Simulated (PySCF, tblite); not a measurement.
# C2H13B3N2: dynamics, then NMR shifts on frames, part 2 of 2

tblite 0.8.0 and PySCF 2.14.0. Atoms count from 0.

**6. Nuclear shieldings: 800 fs, PBE0/pcSseg-1**

Job settings and geometry (Å):

```
{"job": {"kind": "nmr", "xc": "PBE0", "basis": "pcSseg-1", "pop": false}, "charge": 0, "multiplicity": 1}
C      1.855900     0.093600     1.006800
B      0.814300    -1.095000     1.359800
C      1.343800    -2.590200     1.590800
N     -0.579700    -0.746700     1.167000
B     -1.139800     0.265700     2.258500
N     -1.501600     1.318900     1.130700
B     -1.172700     0.250500     0.043400
H      2.911300     0.013200     1.365800
H      1.539200     1.080100     1.270100
H      1.827500     0.006200    -0.150000
H      0.595600    -3.158000     2.239700
H      2.373800    -2.600900     1.961000
H      1.366700    -3.142000     0.632300
H     -1.191900    -1.530600     0.985200
H     -0.347300     0.626900     3.027900
H     -2.168100    -0.280500     2.639200
H     -2.420500     1.687000     1.183100
H     -0.882400     2.164900     1.183800
H     -0.331700     0.574000    -0.812800
H     -2.125200    -0.188400    -0.499600
```

With the program's defaults for keys left out, this is: GIAO PBE0/pcSseg-1 NMR shielding, non-relativistic, gas phase.

What it wrote:

```text
coarse grid: 15616 points
cycle   1  E = -267.7165262059  dE =  5.006e-01  |g| = 5.115e-01  |ddm| = 3.676e+00
cycle   2  E = -267.7136516644  dE =  2.875e-03  |g| = 5.522e-01  |ddm| = 9.630e-01
cycle   3  E = -267.7898434674  dE = -7.619e-02  |g| = 6.074e-02  |ddm| = 5.125e-01
cycle   4  E = -267.7905156760  dE = -6.722e-04  |g| = 3.020e-02  |ddm| = 7.285e-02
cycle   5  E = -267.7907046967  dE = -1.890e-04  |g| = 4.271e-03  |ddm| = 2.101e-02
cycle   6  E = -267.7907087277  dE = -4.031e-06  |g| = 1.797e-03  |ddm| = 5.630e-03
final grid: 147864 points
cycle   7  E = -267.8195997506  dE = -7.555e-05  |g| = 1.049e-02  |ddm| = 4.119e-02
cycle   8  E = -267.8195868597  dE =  1.289e-05  |g| = 1.318e-02  |ddm| = 1.899e-02
cycle   9  E = -267.8196259369  dE = -3.908e-05  |g| = 8.838e-04  |ddm| = 1.004e-02
cycle  10  E = -267.8196261032  dE = -1.663e-07  |g| = 2.656e-04  |ddm| = 8.320e-04
cycle  11  E = -267.8196261184  dE = -1.524e-08  |g| = 5.526e-05  |ddm| = 2.414e-04
cycle  12  E = -267.8196261191  dE = -7.162e-10  |g| = 2.099e-05  |ddm| = 6.517e-05
converged SCF energy = -267.8196261191

GIAO shielding tensors (ppm)
atom      isotropic    diamagn.    paramagn.     s11        s22        s33       span
  0 C      165.697     255.304     -89.607    149.575    169.866    177.651     28.076
  1 B       31.906     192.557    -160.651    -29.239     17.814    107.144    136.382
  2 C      171.883     254.827     -82.944    158.701    166.010    190.938     32.238
  3 N      201.255     326.970    -125.715    153.825    205.103    244.836     91.010
  4 B      117.089     192.550     -75.461    104.173    114.659    132.434     28.261
  5 N      240.201     318.650     -78.449    229.578    232.229    258.797     29.219
  6 B      109.250     192.610     -83.360     98.090    101.066    128.594     30.504
  7 H       29.713      30.259      -0.545     26.100     28.432     34.609      8.509
  8 H       30.706      34.697      -3.991     26.488     31.055     34.575      8.087
  9 H       29.204      32.159      -2.955     24.817     28.765     34.029      9.212
 10 H       29.862      27.750       2.112     25.759     28.799     35.029      9.270
 11 H       30.096      28.843       1.253     25.975     29.129     35.185      9.210
 12 H       30.582      31.103      -0.521     27.523     28.225     35.998      8.476
 13 H       27.592      34.715      -7.122     20.351     27.569     34.857     14.506
 14 H       28.902      30.256      -1.354     25.338     29.371     31.998      6.659
 15 H       27.698      29.441      -1.742     23.757     27.973     31.365      7.609
 16 H       30.508      30.680      -0.173     23.438     26.759     41.325     17.887
 17 H       28.620      31.116      -2.496     22.146     26.353     37.361     15.215
 18 H       27.601      33.038      -5.437     25.034     27.469     30.301      5.266
 19 H       28.100      33.462      -5.362     25.434     28.072     30.796      5.362
```

It took 23 s on 1 thread of Arm Neoverse V1, shared host; peak memory 0.86 GiB.

This run: δ C0 21.2, C2 15.0, B1 68.2, B6 -9.2, H13 4.12, H18 4.12 ppm.

**7. Nuclear shieldings: 1000 fs, PBE0/pcSseg-1**

Job settings and geometry (Å):

```
{"job": {"kind": "nmr", "xc": "PBE0", "basis": "pcSseg-1", "pop": false}, "charge": 0, "multiplicity": 1}
C      1.962800    -0.758000     1.275200
B      0.702500    -1.537500     1.749900
C      0.891400    -3.007000     2.203800
N     -0.611100    -0.927000     1.808300
B     -0.945500     0.585600     2.118900
N     -1.447300     0.896200     0.651400
B     -1.173700    -0.644100     0.337300
H      2.840500    -1.306500     0.991800
H      2.185500    -0.164700     2.137500
H      1.895800    -0.009000     0.346300
H      0.238800    -3.388100     2.938500
H      1.929500    -3.244100     2.330900
H      0.709200    -3.665000     1.373300
H     -1.312900    -1.427400     2.323700
H      0.013100     1.252800     2.424300
H     -1.853700     0.728400     2.956500
H     -2.439900     1.173000     0.661500
H     -0.913000     1.551600     0.042200
H     -0.314500    -0.967300    -0.456500
H     -2.210400    -1.274400     0.098900
```

Level: GIAO PBE0/pcSseg-1 NMR shielding, non-relativistic, gas phase.

What it wrote:

```text
coarse grid: 15616 points
cycle   1  E = -267.7100627214  dE =  6.217e-01  |g| = 5.349e-01  |ddm| = 3.688e+00
cycle   2  E = -267.7099343152  dE =  1.284e-04  |g| = 5.591e-01  |ddm| = 9.954e-01
cycle   3  E = -267.7895478257  dE = -7.961e-02  |g| = 5.708e-02  |ddm| = 5.326e-01
cycle   4  E = -267.7901839224  dE = -6.361e-04  |g| = 2.894e-02  |ddm| = 7.265e-02
cycle   5  E = -267.7903555876  dE = -1.717e-04  |g| = 4.327e-03  |ddm| = 2.000e-02
cycle   6  E = -267.7903595835  dE = -3.996e-06  |g| = 1.726e-03  |ddm| = 5.293e-03
final grid: 147864 points
cycle   7  E = -267.8194787618  dE = -5.750e-05  |g| = 1.039e-02  |ddm| = 3.869e-02
cycle   8  E = -267.8194668286  dE =  1.193e-05  |g| = 1.283e-02  |ddm| = 1.910e-02
cycle   9  E = -267.8195049207  dE = -3.809e-05  |g| = 9.177e-04  |ddm| = 1.033e-02
cycle  10  E = -267.8195050995  dE = -1.789e-07  |g| = 1.908e-04  |ddm| = 7.092e-04
cycle  11  E = -267.8195051072  dE = -7.685e-09  |g| = 4.442e-05  |ddm| = 1.799e-04
cycle  12  E = -267.8195051077  dE = -5.106e-10  |g| = 1.468e-05  |ddm| = 5.405e-05
converged SCF energy = -267.8195051077

GIAO shielding tensors (ppm)
atom      isotropic    diamagn.    paramagn.     s11        s22        s33       span
  0 C      172.500     253.339     -80.839    156.289    175.079    186.132     29.843
  1 B       36.375     186.236    -149.861    -25.311     24.521    109.915    135.226
  2 C      180.060     252.543     -72.483    163.469    170.532    206.180     42.711
  3 N      208.256     323.966    -115.711    168.313    219.268    237.185     68.872
  4 B      112.405     190.518     -78.113    101.526    107.668    128.020     26.494
  5 N      240.874     319.555     -78.681    224.509    231.156    266.957     42.448
  6 B      114.758     191.856     -77.098     99.672    109.712    134.889     35.217
  7 H       30.817      31.479      -0.662     26.828     29.904     35.718      8.890
  8 H       31.355      30.735       0.620     26.996     30.055     37.014     10.018
  9 H       28.278      31.769      -3.491     23.993     27.634     33.206      9.212
 10 H       32.274      29.036       3.237     27.742     30.394     38.685     10.943
 11 H       31.101      28.320       2.781     26.604     30.417     36.283      9.679
 12 H       31.611      31.257       0.354     28.286     29.381     37.165      8.879
 13 H       27.572      31.768      -4.196     20.864     26.862     34.990     14.125
 14 H       27.978      30.840      -2.862     25.051     28.330     30.554      5.503
 15 H       27.514      29.681      -2.167     24.335     27.621     30.584      6.249
 16 H       28.701      30.203      -1.502     21.845     25.368     38.889     17.044
 17 H       28.910      32.586      -3.676     22.147     26.298     38.287     16.140
 18 H       28.062      33.562      -5.501     25.060     27.959     31.166      6.106
 19 H       27.647      31.782      -4.136     24.374     27.909     30.657      6.283
```

It took 23 s on 1 thread of Arm Neoverse V1, shared host; peak memory 0.87 GiB.

Key values: δ C0 14.4, C2 6.9, B1 63.7, B4 -12.3, H15 4.20, H13 4.15 ppm.

**8. Side by side: NMR shifts**

Shifts (ppm) of some atoms, chosen among heavy atoms and hydrogens apart, with basis size and wall time:

| frame | C2 | C0 | H16 | H9 | B4 | N3 | N5 | functions | time |
| --- | --- | --- | --- | --- | --- | --- | --- | --- | --- |
| 250 fs | 17.6 | 11.8 | 0.94 | -1.15 | -6.7 | 82.5 | 20.8 | 184 | 35 s |
| 425 fs | 17.9 | 7.5 | 1.33 | 1.34 | -10.5 | 96.3 | 15.7 | 184 | 26 s |
| 625 fs | 18.9 | 7.3 | -0.32 | 0.22 | -5.4 | 73.4 | 16.9 | 184 | 22 s |
| 800 fs | 15.0 | 21.2 | 1.21 | 2.51 | -17.0 | 66.5 | 27.5 | 184 | 23 s |
| 1000 fs | 6.9 | 14.4 | 3.02 | 3.44 | -12.3 | 59.5 | 26.9 | 184 | 23 s |

**9. What came out**

What follows sums up all 2 parts.

```
                                           quantity                                                                              value
                                         thermostat                                                                              300 K
                      mean temperature, second half                                                                              336 K
            mean potential energy above the minimum                                                                            0.68 eV
     13C shifts against TMS (PBE0/pcSseg-1, 250 fs)                                                                     17.6, 11.8 ppm
      1H shifts against TMS (PBE0/pcSseg-1, 250 fs)  5.31, 4.39, 3.88, 3.62, 2.97, 1.92, 1.76, 1.04, 0.94, 0.88, 0.56, 0.35, -1.15 ppm
11B shifts against BF3·OEt2 (PBE0/pcSseg-1, 250 fs)                                                              68.9, -6.7, -12.9 ppm
     15N shifts against NH3 (PBE0/pcSseg-1, 250 fs)                                                                     82.5, 20.8 ppm
              surface potential, 1st and 99th percentile                                                                 -0.85 V and 1.74 V
                           range of the shift of N3                                                                   59.5 to 96.3 ppm
```

**Reading.** In the second half the potential energy averages 0.68 eV above the minimum; equipartition over 54 harmonic modes at 300 K would give 0.70 eV. With 20 atoms the temperature swings widely (205 to 468 K). Shifts at one fixed geometry are not the observed spectrum, which averages over the motion. In the first frame run (250 fs): The largest span, 131 ppm, is at B1, where the paramagnetic term is -159 ppm. In ppm, N3 moves most: its shift spreads over 36.9 ppm, from 59.5 (1000 fs) to 96.3 (425 fs).
